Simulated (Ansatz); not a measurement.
This script drives Ansatz's Python interface.

`c2h5nsi.py`
```python
import logging
import sys

import ansatz as az
import numpy as np

logging.basicConfig(stream=sys.stdout, format='%(levelname)s:%(name)s:%(message)s')
log = logging.getLogger('run')
log.setLevel(logging.INFO)

GEOMETRY = '''
C    -0.66490    0.44280   -0.93340
N     0.53730    0.77640   -1.07110
C     1.04480    0.08770    0.12030
Si   -0.55920   -0.46860    0.55950
H    -1.52730    0.77920   -1.63250
H     1.79260   -0.68310   -0.12880
H     1.57120    0.78530    0.83990
H    -0.86130   -1.92350    0.41360
H    -1.24460    0.15740    1.81530
'''


def main() -> None:
    system = az.Crystal.molecule()
    for line in GEOMETRY.strip().splitlines():
        symbol, *xyz = line.split()
        system = system.atom(symbol, [float(v) for v in xyz])

    symbols = [site.symbol for site in system.cartesian_sites]
    start = np.array([site.position_ang for site in system.cartesian_sites])
    axis = (start[8] - start[3]) / np.linalg.norm(start[8] - start[3])
    moving = [8]
    lengths, energies = [1.374, 1.437, 1.499, 1.562, 1.624, 1.687, 1.749, 1.843], []
    for length in lengths:
        xyz = start.copy()
        xyz[moving] += (length - np.linalg.norm(start[8] - start[3])) * axis
        point = az.Crystal.molecule()
        for symbol, place in zip(symbols, xyz):
            point = point.atom(symbol, place.tolist())
        model = (
            point.calculation()
            .basis(gaussian='def2-SVP')
            .functional('r2SCAN')
        )
        report = model.run(threads=1, pin='off').report
        energies.append(report['free_energy_ev'])
        log.info(f'r = {length:6.3f} A  E = {energies[-1]:.5f} eV  <S^2> = {abs(report["mean_field"]["state"]["spin_squared"]):.3f}')

    fit = np.polynomial.Polynomial.fit(lengths, np.array(energies) - min(energies), 4).convert()
    roots = [r.real for r in fit.deriv().roots() if abs(r.imag) < 1e-9 and fit.deriv(2)(r.real) > 0]
    r_e = min(roots, key=lambda r: abs(r - lengths[int(np.argmin(energies))]))
    log.info(f'minimum of the fit at {r_e:.4f} A, force constant {fit.deriv(2)(r_e):.2f} eV/A^2')


if __name__ == '__main__':
    main()
```

It is started by `python c2h5nsi.py`. Estimate its wall time and peak memory on 1 thread of Arm Neoverse V1 (shared host).

It took about 30 s, with a peak of 0.2 GiB, for 8 runs of the engine.

`python c2h5nsi.py` gives:
```text
INFO:run:r =  1.374 A  E = -11512.19305 eV  <S^2> = 0.000
INFO:run:r =  1.437 A  E = -11512.31704 eV  <S^2> = 0.000
INFO:run:r =  1.499 A  E = -11512.35085 eV  <S^2> = 0.000
INFO:run:r =  1.562 A  E = -11512.31702 eV  <S^2> = 0.000
INFO:run:r =  1.624 A  E = -11512.23322 eV  <S^2> = 0.000
INFO:run:r =  1.687 A  E = -11512.11001 eV  <S^2> = 0.000
INFO:run:r =  1.749 A  E = -11511.96146 eV  <S^2> = 0.000
INFO:run:r =  1.843 A  E = -11511.70155 eV  <S^2> = 0.000
INFO:run:minimum of the fit at 1.4969 A, force constant 17.54 eV/A^2
```

Notes:
- Total energies depend on the basis set; only differences at equal settings carry meaning.
- The rest of the molecule is held rigid at a force-field or estimated start geometry, and the basis set is modest; single-reference methods fail as a bond breaks.
- The orbitals are restricted, so S² is zero by construction.
